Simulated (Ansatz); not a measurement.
# BClH₄SSi: basis-set convergence

The task here is to estimate one member of a computed series from the others.

The runs use Ansatz 0.2.0, Gaussian basis; one geometry, several basis sets.

Levels to be run: PBE0-D4/def2-SVP; ωB97M-V/def2-SVP; PBE0-D4/def2-QZVPP; ωB97M-V/def2-QZVPP; the functionals' def2-TZVPP values are taken from earlier runs.

**The geometry**

All runs share one geometry, relaxed beforehand with PBE0-D4 in a triple-zeta def2 set.

SMILES `S[SiH2]BCl`, 8 atoms, charge 0, spin multiplicity 1.

Atoms are counted from 1 here; the program's logs count them from 0.

Bond lengths: S1–Si2 2.153 Å, S1–H5 1.344 Å, Si2–B3 2.008 Å, Si2–H6 1.485 Å, Si2–H7 1.487 Å, B3–Cl4 1.743 Å, B3–H8 1.193 Å. Angles: Si2–S1–H5 94.3°, S1–Si2–B3 102.6°, S1–Si2–H6 104.2°, S1–Si2–H7 111.7°, B3–Si2–H6 113.9°, B3–Si2–H7 114.0°, H6–Si2–H7 109.7°, Si2–B3–Cl4 119.0°, Si2–B3–H8 124.2°, Cl4–B3–H8 116.5°.

The first run:

File in.yaml:

```yaml
crystal:
  periodic: [false, false, false]
  atoms:
    - {symbol: S, position_ang: [-1.460757, 1.470682, 0.002130]}
    - {symbol: Si, position_ang: [0.494356, 0.643669, 0.358373]}
    - {symbol: B, position_ang: [0.187747, -1.326284, 0.121536]}
    - {symbol: Cl, position_ang: [0.243380, -2.004320, -1.483032]}
    - {symbol: H, position_ang: [-1.556511, 0.970120, -1.241846]}
    - {symbol: H, position_ang: [0.809579, 1.041122, 1.753907]}
    - {symbol: H, position_ang: [1.509095, 1.213969, -0.567233]}
    - {symbol: H, position_ang: [-0.134690, -2.065958, 1.000263]}
basis:
  gaussian: {orbitals: def2-SVP}
hamiltonian: {xc: pbe0, dispersion: d4}
output: {orbitals: {seedname: orbitals}}
```

Run with:

```console
> ansatz run in.yaml --threads 2 --pin off --events-out ev --progress --plain --max-ram 4352MiB
```

Steps of the session up to this table: PBE0-D4 in def2-SVP; ωB97M-V in def2-SVP; PBE0-D4 in def2-QZVPP; ωB97M-V in def2-QZVPP.

One of the session's tables, all rows but one given; the rest of the session is left out.

It belongs to the step «Density functionals: the series». 

| functional | basis | HOMO (eV) | LUMO (eV) |
| --- | --- | --- | --- |
| PBE0-D4 | def2-SVP | ? | ? |
| PBE0-D4 | def2-TZVPP | -7.34 | -2.40 |
| PBE0-D4 | def2-QZVPP | -7.37 | -2.44 |
| ωB97M-V | def2-SVP | -9.29 | -0.21 |
| ωB97M-V | def2-TZVPP | -9.45 | -0.42 |
| ωB97M-V | def2-QZVPP | -9.49 | -0.49 |

Estimate the missing values for PBE0-D4, def2-SVP.

As computed: HOMO (eV): -7.22; LUMO (eV): -2.28. In the column «HOMO (eV)» it is the highest.
